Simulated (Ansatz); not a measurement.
The system is GdO.

```
CELL_PARAMETERS angstrom
3.11330 0.00000 0.00000
-1.55665 2.69620 0.00000
0.00000 0.00000 3.03843
ATOMIC_POSITIONS crystal
Gd 0.00000 0.00000 0.00000
O 0.66667 0.33333 0.50000
```

The cell comes from a database or a generator and needn't be the stable form of this composition.

| Quantity | Value |
| --- | --- |
| Program | Ansatz 0.2.0 |
| Task | relaxation of cell and atoms |
| Functional | PBEsol0 |
| Potentials or basis | Ansatz PAW |
| Cutoff | 420 eV (not typed: the program's choice for these potentials) |
| k mesh | 5 × 5 × 5 |
| Occupations | fermi-dirac, width 0.05 eV |
| Spin | collinear spin, ferromagnetic start |
| Starting moments | [7.0, 0.0] μB |

At the start: volume 12.75 Å³/atom.

Question: How do energy, volume and symmetry change on relaxing?

Answer: It ends after 9 steps and the volume is 14.63 Å³/atom (+14.8 %); space group P-6m2 (No. 187, to 0.05 Å); moment 7.79 μB per cell.

Step by step:
```csv
step,energy change (eV),largest force (eV/Å),volume (Å³)
1,0.0000,0.0000,25.50
2,-0.2677,0.0000,28.90
3,-0.2677,0.0000,29.04
4,-0.2679,0.0000,29.07
5,-0.2679,0.0000,29.06
6,-0.2866,0.0000,29.06
7,-0.2869,0.0000,29.25
8,-0.2868,0.0000,29.27
9,-0.2874,0.0000,29.27
```

Final structure:
```xyz
2
Lattice="3.2784 0.0000 0.0000 -1.6392 2.8392 0.0000 0.0000 0.0000 3.1445" Properties=species:S:1:pos:R:3 pbc="T T T"
Gd    0.0000    0.0000    0.0000
O     1.6392    0.9464    1.5722
```

Caveat: the k mesh is coarse (spacing up to 0.47 Å⁻¹), so the values aren't converged, least of all with exact exchange; the magnetic or orbital state may not be the lowest; the plane-wave basis is chosen anew once the cell has moved, so the energies of steps on either side of that aren't comparable; the pressure holds a Pulay correction of +0.3 GPa for the finite cutoff; a cell with one magnetic atom can't hold antiferromagnetic order, which such compounds often take; the PAW data sets come from PBE, with cores solved anew for the run's functional, which leaves a small shift of forces and pressure.
